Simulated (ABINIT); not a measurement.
The system is ZrSeS.

```xyz
3
Lattice="3.7500 0.0000 0.0000 -1.8750 3.2476 0.0000 0.0000 0.0000 6.2348" Properties=species:S:1:pos:R:3 pbc="T T T"
Zr    0.0000    0.0000    0.0780
Se    1.8750    1.0825    4.6972
S     0.0000    2.1651    1.4596
```

The cell comes from a database or a generator and needn't be the stable form of this composition.

- Program: ABINIT 10.8.3 (patched build)
- Task: relaxation of cell and atoms
- Functional: PBEsol
- Potentials or basis: JTH PAW PBE v2.0
- Cutoff: 544 eV
- k mesh: 8 × 8 × 5
- Occupations: fermi-dirac, width 0.05 eV
- Spin: no spin polarisation

At the start: pressure -2.5 GPa; volume 25.31 Å³/atom.

Task: Where does the relaxation end?

Result: Over 13 steps the energy falls by 10.0 meV/atom and the volume is 23.60 Å³/atom (-6.7 %); space group P3m1 (No. 156, to 0.05 Å).

Step by step:
```csv
step,energy change (eV),largest force (eV/Å),pressure (GPa),volume (Å³)
1,0.0000,0.1772,-2.46,75.93
2,-0.0088,0.0818,-1.80,75.36
3,-0.0196,0.1965,0.09,73.78
4,-0.0205,0.1778,0.09,73.72
5,-0.0246,0.0576,-0.10,73.22
6,-0.0247,0.0506,-0.10,73.21
7,-0.0253,0.0650,-0.07,73.03
8,-0.0255,0.0873,-0.04,72.86
9,-0.0259,0.1214,-0.02,72.55
10,-0.0270,0.1563,0.02,71.83
11,-0.0280,0.1944,0.13,70.28
12,-0.0290,0.1286,0.04,70.74
13,-0.0299,0.0235,-0.01,70.81
```

Final structure:
```yaml
crystal:
  lattice:
    - [3.67827, 0.00000, 0.00000]
    - [-1.83914, 3.18548, 0.00000]
    - [0.00000, 0.00000, 6.04342]
  atoms:
    - { symbol: Zr, position: [0.00000, 0.00000, 0.01299] }
    - { symbol: Se, position: [0.66667, 0.33333, 0.74225] }
    - { symbol: S, position: [0.33333, 0.66667, 0.24476] }
```

Caveat: the PAW data sets were made with another functional, which shifts forces and pressure a little; this functional lacks dispersion, which binds the layers, so the pressure and a relaxed spacing across them are unreliable.
